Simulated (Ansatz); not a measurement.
# C2H6BBr: the cost of one run

Method: RKS PBE0-D4/def2-SVP, in Ansatz 0.2.0.

1 further run of the same task is left out (it didn't finish).

## 1. The structure to begin with

Bond lengths: B1–Br2 2.379 Å, B1–C3 1.499 Å, B1–C5 1.539 Å, C3–H6 1.082 Å, C3–H7 1.082 Å, C5–H8 1.090 Å, C5–H9 1.091 Å, C5–H10 1.088 Å. Angles: Br2–B1–C3 95.3°, Br2–B1–C5 115.9°, C3–B1–C5 145.1°, B1–C3–H6 120.1°, B1–C3–H7 121.2°, H6–C3–H7 110.0°, B1–C5–H8 111.6°, B1–C5–H9 110.8°, B1–C5–H10 112.7°, H8–C5–H9 105.8°, H8–C5–H10 107.9°, H9–C5–H10 107.7°.

Coordinates:

```xyz
10

B    -0.1965   -0.0934   -0.0523
Br    0.0746   -1.0266   -2.2239
C    -0.2418    1.3310   -0.5177
H     0.4634    0.8374   -1.6040
C     0.1360   -1.0262    1.1253
H    -1.0921    1.6903   -1.0831
H     0.1649    2.1308    0.0866
H    -0.5042   -1.9080    1.1326
H     1.1569   -1.4012    1.0455
H     0.0388   -0.5341    2.0911
```

## 2. A restrained relaxation towards end A

Springs on the bonds that form and break draw the guess towards this end; the thresholds are loose.

The input, input.yaml:

```yaml
crystal:
  periodic: [false, false, false]
  atoms:
    - { symbol: B, position_ang: [-0.1965, -0.0934, -0.0523] }
    - { symbol: Br, position_ang: [0.0746, -1.0266, -2.2239] }
    - { symbol: C, position_ang: [-0.2418, 1.331, -0.5177] }
    - { symbol: H, position_ang: [0.4634, 0.8374, -1.604] }
    - { symbol: C, position_ang: [0.136, -1.0262, 1.1253] }
    - { symbol: H, position_ang: [-1.0921, 1.6903, -1.0831] }
    - { symbol: H, position_ang: [0.1649, 2.1308, 0.0866] }
    - { symbol: H, position_ang: [-0.5042, -1.908, 1.1326] }
    - { symbol: H, position_ang: [1.1569, -1.4012, 1.0455] }
    - { symbol: H, position_ang: [0.0388, -0.5341, 2.0911] }
basis:
  gaussian: { orbitals: def2-SVP }
hamiltonian:
  xc: pbe0
  dispersion: d4
relax:
  f_tol: 0.15
  max_steps: 25
  restrain:
    - { distance: [3, 1], at: 2.81, k: 30.0 }
    - { distance: [0, 1], at: 2.04, k: 30.0 }
    - { distance: [3, 2], at: 1.07, k: 30.0 }
```

Launch:

```sh
$ ansatz run input.yaml --threads 2 --pin off --max-ram 3072MiB --backend cpu --events-out ev --progress --plain --runs-dir out
```

Q: Estimate wall time and peak memory on 2 threads of Arm Neoverse V2, shared host.

About 15 s, with a peak of 0.23 GiB.
